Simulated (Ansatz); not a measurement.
# CH₇O₂Si₂ radical: a ladder of functionals and wavefunction methods

One table from this session's results is given with a row withheld; the runs are named, their logs left out.

Method: functionals in def2-TZVPP, the program's frozen cores in correlated methods; program: Ansatz 0.2.0, Gaussian basis.

Levels to be run: PBE-D4, r2SCAN-D4, PBE0-D4, B3LYP-D4, ωB97X-V, ωB97M-V, B2PLYP; CCSD(T)/def2-TZVPP; MP2/def2-QZVPP; extrapolation to the limit.

### Structure used throughout

An earlier PBE0-D4 in a triple-zeta def2 set relaxation fixed the geometry.

SMILES `CO[Si](O)[SiH3]`, 12 atoms, charge 0, spin multiplicity 2.

Atoms are counted from 1 here; the program's logs count them from 0.

Bond lengths: C1–O2 1.410 Å, C1–H6 1.095 Å, C1–H7 1.095 Å, C1–H8 1.091 Å, O2–Si3 1.651 Å, Si3–O4 1.646 Å, Si3–Si5 2.366 Å, O4–H9 0.960 Å, Si5–H10 1.489 Å, Si5–H11 1.491 Å, Si5–H12 1.486 Å. Angles: O2–C1–H6 111.2°, O2–C1–H7 111.7°, O2–C1–H8 108.2°, H6–C1–H7 108.6°, H6–C1–H8 108.5°, H7–C1–H8 108.6°, C1–O2–Si3 124.5°, O2–Si3–O4 105.6°, O2–Si3–Si5 113.2°, O4–Si3–Si5 107.7°, Si3–O4–H9 116.8°, Si3–Si5–H10 107.3°, Si3–Si5–H11 114.5°, Si3–Si5–H12 108.5°, H10–Si5–H11 108.7°, H10–Si5–H12 108.4°, H11–Si5–H12 109.2°.

Set-up of the first run:

The input, in.yaml:

```yaml
crystal:
  periodic: [false, false, false]
  atoms:
    - {symbol: C, position_ang: [-0.000815, -2.043432, 0.306448]}
    - {symbol: O, position_ang: [-0.083806, -1.114447, -0.751105]}
    - {symbol: Si, position_ang: [-0.775394, 0.379892, -0.630808]}
    - {symbol: O, position_ang: [-0.701937, 1.025450, -2.142924]}
    - {symbol: Si, position_ang: [0.391991, 1.831257, 0.828125]}
    - {symbol: H, position_ang: [0.727942, -1.723182, 1.058595]}
    - {symbol: H, position_ang: [-0.969176, -2.186592, 0.797562]}
    - {symbol: H, position_ang: [0.324671, -2.999694, -0.105521]}
    - {symbol: H, position_ang: [-0.755695, 0.411046, -2.878796]}
    - {symbol: H, position_ang: [0.392223, 1.198696, 2.176439]}
    - {symbol: H, position_ang: [1.801870, 2.105656, 0.429921]}
    - {symbol: H, position_ang: [-0.351852, 3.115361, 0.912075]}
basis:
  gaussian: {orbitals: def2-TZVPP}
magnetization: {spin_polarized: true, initial_magnetization: 1}
hamiltonian: {xc: pbe, dispersion: d4}
output: {forces: true, orbitals: {seedname: orbitals}}
```

Command:

```console
$ ansatz run in.yaml --threads 2 --pin off --events-out ev --progress --plain --max-ram 22528MiB --backend cuda --devices 0, --max-vram 18GiB
```

Steps of the session up to this table: PBE-D4 (GGA); r2SCAN-D4 (meta-GGA); PBE0-D4 (hybrid); B3LYP-D4 (hybrid); ωB97X-V (range-separated); ωB97M-V (range-separated); B2PLYP (double hybrid); CCSD(T) in def2-TZVPP; MP2 in def2-QZVPP.

One table of the session follows, with a row left open; its other results are not shown here.

| method | atomisation energy (eV) |
| --- | --- |
| PBE-D4 | 43.881 |
| r2SCAN-D4 | 43.578 |
| PBE0-D4 | 43.121 |
| B3LYP-D4 | 43.387 |
| ωB97X-V | ? |
| ωB97M-V | 43.417 |
| B2PLYP | 42.857 |
| HF/def2-TZVPP | 31.538 |
| MP2/def2-TZVPP | 42.776 |
| CCSD/def2-TZVPP | 41.653 |
| CCSD(T)/def2-TZVPP | 42.233 |
| MP2/CBS | 44.028 |
| CCSD(T)/CBS | 43.484 |

Estimate the missing values for ωB97X-V.

**Answer.** atomisation energy (eV): 43.593. In the column «atomisation energy (eV)» it lies between r2SCAN-D4 (43.578) and PBE-D4 (43.881).

Caveats from the session: Free atoms (1 C, 2 O, 2 Si, 7 H) were run apart at each level; the atomisation energy is their sum less the molecule, without zero-point or spin-orbit terms.
